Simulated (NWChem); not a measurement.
**InHF2 (SMILES [F][InH][F]): B3LYP/def2-TZVP (core potential)**

Aim: the electronic atomisation energy of InHF2 at B3LYP/def2-TZVP (core potential), from 4 runs. 

The calculation is run with NWChem 7.3.0.

4 further runs of the same task are left out: 2 that didn't finish, 2 set aside as unsound or not needed.

### Step 1. The structure to begin with

The species is InHF2 (4 atoms), meant as a singlet with charge 0. As SMILES, `[F][InH][F]`. The coordinates come from a PBE0-D4/def2-TZVP relaxation.

Bond lengths: F1–In2 1.935 Å, In2–F3 1.935 Å, In2–H4 1.681 Å. Angles: F1–In2–F3 106.8°, F1–In2–H4 126.6°, F3–In2–H4 126.6°.

### Step 2. A single-point energy at B3LYP/def2-TZVP (core potential) (run 1)

File calc.nw:

```
start calc
title "F2HIn"
memory 2200 mb
charge 0
geometry units angstroms noautosym nocenter noautoz
  F       -1.694300      -0.668800       0.241700
  In       0.043800       0.113800      -0.088400
  F        1.340800      -1.004700       0.811200
  H        0.365400       1.499400      -0.984800
end
basis spherical bse
  * library def2-TZVP
end
ecp bse
  In library def2-TZVP
end
dft
  xc b3lyp
  grid fine
  convergence energy 1e-08
  iterations 100
  mulliken
  print low
end
task dft
```

Command:

```bash
$ nwchem calc.nw > calc.out
```

The program printed:

```text
[...]
 d= 0,ls=0.0,diis     1   -390.4750303501 -5.17D+02  2.13D-02  1.32D+00     3.1
[...]
 d= 0,ls=0.0,diis    10   -390.6311553126 -7.26D-11  7.01D-08  1.95D-10    23.4
         Total DFT energy =     -390.631155312572
      One electron energy =     -868.072377431520
           Coulomb energy =      388.856303076418
    Exchange-Corr. energy =      -38.168723519597
 Nuclear repulsion energy =      126.753642562127
[...]
      Total Density - Mulliken Population Analysis
     ---------------------------------------------
    Atom       Charge   Shell Charges
 -----------   ------   -------------------------------------------------------
    1 F    9     9.47   0.77  1.20  0.62  0.96  0.40  2.27  2.09  1.15  0.00  0.01  0.00
    2 In  21    20.02   0.40 -0.83  1.61  0.82  0.81  0.19 -0.41  6.40  0.53  0.23  0.03  8.85  1.16  0.14  0.01  0.08
    3 F    9     9.47   0.77  1.20  0.62  0.96  0.40  2.27  2.09  1.15  0.00  0.01  0.00
    4 H    1     1.04   0.22  0.51  0.30  0.01
[...]
```

Run time: 24 s. Hardware: 1 thread of Intel Xeon Platinum 8559C (Emerald Rapids), shared host; peak memory 0.12 GiB.

### Step 3. The F atom (run 2)

File f.nw:

```
echo
start f
title "F"
memory stack 880 mb heap 220 mb global 1100 mb

geometry units angstroms noautosym nocenter noautoz
 F     0.000000    0.000000    0.000000
end

basis spherical bse
 F library def2-TZVP
end

dft
 xc b3lyp
 mult 2
 grid fine
 convergence energy 1e-08
 iterations 100
 mulliken
 noprint "final vectors analysis"
end

task dft
```

Run the same way, it converges to -99.77015 Eh (log not shown).

Run 3 isn't shown in full; the table further down has it.

### Step 4. The In atom, same level (run 4)

File run.nw:

```
START run
TITLE "In B3LYP"
memory 2200 mb
charge 0

GEOMETRY units au noautosym nocenter noautoz
   In  0.00000000  0.00000000  0.00000000
END

BASIS spherical bse
   * library def2-TZVP
END

ECP bse
   In library def2-TZVP
END

DFT
   xc b3lyp
   mult 2
   grid fine
   convergence energy 1e-08
   maxiter 100
   mulliken
   noprint "final vectors analysis"
END

TASK dft energy
```

Command:

```bash
$ nwchem run.nw > run.out
```

The program printed:

```text
[...]
          Wavefunction type:  spin polarized.
          No. of atoms     :     1
          No. of electrons :    21
[...]
          Charge           :     0
          Spin multiplicity:     2
[...]
          AO basis - number of functions:    50
[...]
              XC Information
              --------------
                         B3LYP Method XC Potential
                     Hartree-Fock (Exact) Exchange  0.200
                        Slater Exchange Functional  0.800 local
                    Becke 1988 Exchange Functional  0.720 non-local
              Lee-Yang-Parr Correlation Functional  0.810
                  VWN I RPA Correlation Functional  0.190 local
[...]
 d= 0,ls=0.0,diis     1   -190.1666812234 -1.90D+02  1.44D-02  2.45D-02     0.8
[...]
 d= 0,ls=0.0,diis     6   -190.1866485795 -5.98D-09  7.85D-07  1.02D-09     3.5
[...]
         Total DFT energy =     -190.186648579460
      One electron energy =     -334.798245409139
           Coulomb energy =      161.357794854382
    Exchange-Corr. energy =      -16.746198024703
 Nuclear repulsion energy =        0.000000000000
[...]
      <S2> =      0.7520 (Exact =     0.7500)
[...]
```

Wall time 4.2 s (1 thread of Intel Xeon Platinum 8559C (Emerald Rapids), shared host); peak memory 0.11 GiB.

### Step 5. The series

| run | level | core potential | partner | energy (Eh) | wall time |
| --- | --- | --- | --- | --- | --- |
| 1 | B3LYP/def2-TZVP (core potential) | def2-TZVP | base | -390.631155 | 24 s |
| 2 | UB3LYP/def2-TZVP | – | atoms | -99.770149 | 1 s |
| 3 | UB3LYP/def2-TZVP | – | atoms | -0.502154 | 0.6 s |
| 4 | UB3LYP/def2-TZVP (core potential) | def2-TZVP | atoms | -190.186649 | 4.2 s |

### Step 6. Summary of results

Level: B3LYP/def2-TZVP (core potential).

| quantity | value |
| --- | --- |
| In atom: total energy | -190.18665 Eh |
| In atom: ⟨S²⟩ | 0.752 |
| electronic atomisation energy | 10.940 eV |

**Reading.** Taking the molecule apart into free atoms costs 10.94 eV (252 kcal/mol), before zero-point energy and without spin-orbit coupling. All runs together took 30 s, the longest 24 s.
